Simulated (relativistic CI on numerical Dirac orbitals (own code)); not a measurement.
# Zr²⁺: L2,3 absorption multiplets

Aim: the L2,3 absorption spectrum of Zr²⁺ in 5 surroundings, from the same atomic integrals.

Program: relativistic CI on numerical Dirac orbitals (own code) version 1. Level of theory: Dirac-Coulomb-Breit CI, KLI orbitals optimised for each configuration, model QED (radiative potential, 1s self-energy scaled to tabulated hydrogen-like ionisation energies), valence Slater integrals scaled by 0.9, multiplet model of core-to-valence dipole absorption. These are calculated values, not measurements, unless marked.

### 1 The system

| Item | Value |
| --- | --- |
| ion | Zr²⁺ (Zr III) |
| nuclear charge | 40 |
| electrons | 38 |
| configurations | [Kr] 4d2 → [He] 2s2 2p5 3s2 3p6 3d10 4s2 4p6 4d3 |
| magnetising field for the dichroism, Lz and Sz | exchange field 10 meV on Sz; these come from the lowest magnetised state alone (0 K) |
| temperature of the isotropic spectrum | 300 K |
| widths | Lorentz 1.6 eV, Gauss 0.5 eV |
| surrounding 1 | free ion |
| surrounding 2 | D4h, 10Dq = 25350, Ds = -1500, Dt = -570 cm⁻¹ |
| surrounding 3 | D4h, 10Dq = 25350, Ds = -860, Dt = -570 cm⁻¹ |
| surrounding 4 | D4h, 10Dq = 25350, Ds = -210, Dt = -570 cm⁻¹ |
| surrounding 5 | D4h, 10Dq = 25350, Ds = 430, Dt = -570 cm⁻¹ |

### 2 Surrounding 1: free ion

Input settings:

```ini
atom Zr  Z=40  charge=2  electrons=38
nucleus A=90  rms_radius_fm=4.2694
hamiltonian dirac-coulomb  breit=on  qed=on  c_scale=1
orbitals kli  potential=per-configuration
slater_scale 0.9
correlation none
mixing on
configurations
  [Kr] 4d2
  [He] 2s2 2p5 3s2 3p6 3d10 4s2 4p6 4d3
end
absorption L2,3 T=300 lorentz=1.6 gauss=0.5
crystal_field free
```

### 3 Surrounding 2: D4h, 10Dq = 25350, Ds = -1500, Dt = -570

The settings differ from step 2 so:

```diff
@@ -12,2 +12,2 @@
 absorption L2,3 T=300 lorentz=1.6 gauss=0.5
-crystal_field free
+crystal_field D4h 10Dq=25350 Ds=-1500 Dt=-570
```

### 4 Surrounding 3: D4h, 10Dq = 25350, Ds = -860, Dt = -570

The settings differ from step 3 so:

```diff
@@ -12,2 +12,2 @@
 absorption L2,3 T=300 lorentz=1.6 gauss=0.5
-crystal_field D4h 10Dq=25350 Ds=-1500 Dt=-570
+crystal_field D4h 10Dq=25350 Ds=-860 Dt=-570
```

### 5 Surrounding 4: D4h, 10Dq = 25350, Ds = -210, Dt = -570

The settings differ from step 4 so:

```diff
@@ -12,2 +12,2 @@
 absorption L2,3 T=300 lorentz=1.6 gauss=0.5
-crystal_field D4h 10Dq=25350 Ds=-860 Dt=-570
+crystal_field D4h 10Dq=25350 Ds=-210 Dt=-570
```

### 6 Surrounding 5: D4h, 10Dq = 25350, Ds = 430, Dt = -570

The settings differ from step 5 so:

```diff
@@ -12,2 +12,2 @@
 absorption L2,3 T=300 lorentz=1.6 gauss=0.5
-crystal_field D4h 10Dq=25350 Ds=-210 Dt=-570
+crystal_field D4h 10Dq=25350 Ds=430 Dt=-570
```

(Steps that only read results are left out.)

**Question.** What will these runs give? Wanted: highest peak, first run; ground spin; share of the lower edge; core spin-orbit splitting.

As calculated:

| surrounding | ground S | Lz (0 K) | Sz (0 K) | centroid (eV) | share of the lower edge | up to four highest peaks (% of the highest), eV |
| --- | --- | --- | --- | --- | --- | --- |
| 1: free | 1.00 | 2.74 | -0.74 | 2245.33 | 0.762 | 2225.2 (100), 2308.8 (21), 2310.0 (24) |
| 2: D4h | 1.00 | 1.28 | -1.00 | 2250.96 | 0.699 | 2224.0 (80), 2226.8 (100), 2309.0 (35), 2311.2 (40) |
| 3: D4h | 1.00 | 0.18 | -0.84 | 2250.75 | 0.701 | 2224.0 (84), 2227.0 (100), 2309.5 (39), 2311.5 (39) |
| 4: D4h | 1.00 | 0.01 | -0.99 | 2251.92 | 0.688 | 2224.0 (83), 2227.0 (100), 2308.8 (41), 2311.5 (41) |
| 5: D4h | 1.00 | 0.00 | -1.00 | 2252.17 | 0.685 | 2224.0 (82), 2227.0 (100), 2308.8 (41), 2311.5 (40) |

| quantity | value |
| --- | --- |
| highest peak, first run | 2225.2 eV |
| ground spin (effective S from ⟨S²⟩) | 1.00 |
| share of the lower edge | 0.685 to 0.762 |
| core spin-orbit splitting (without Breit) | 87.65 eV |

In words: The lower edge takes 0.76 of the intensity in surrounding 1, above the statistical 0.67. The position of the maximum differs by up to 1.8 eV between the surroundings, by shifts of peaks or by peaks exchanging rank. Edge positions are free-ion values and differ from those in solids by a few eV or more.
